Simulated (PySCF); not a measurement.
# C6HF2N: the cost of one run

Computed with PySCF 2.14.0 and routines of our own; the level stands in each step. Atoms count from 0.

### 1 The starting structure

10 atoms, charge 0, multiplicity 1; geometry from: GFN2-xTB.

### 2 Relaxing the molecule at PBE0-D3(BJ)/def2-SVP

The job: settings as JSON, then the geometry in Å.

```
{"job": {"xc": "PBE0", "basis": "def2-SVP", "d3": "d3bj", "grid": 2, "kind": "geom"}, "charge": 0, "multiplicity": 1}
N     -3.095685     1.884864    -1.716838
C     -2.664546     0.956197    -1.202091
C     -2.111271    -0.179313    -0.566944
F     -2.944235    -1.223330    -0.379440
C     -0.848639    -0.214859    -0.185401
C      0.360829    -0.224933     0.185448
C      1.580963    -0.241625     0.541278
C      2.834383    -0.269916     0.907062
F      3.248971     0.130067     2.114115
H      3.648114    -0.612498     0.280284
```

The run is started by

```
$ OMP_NUM_THREADS=1 python excited_run.py task.json out
```

This one command runs all jobs of the session in turn.

**Question.** How long does this first job take on 1 thread of Arm Neoverse V1, shared host, and how much memory does it need?

About 68 s, with a peak of 0.66 GiB.
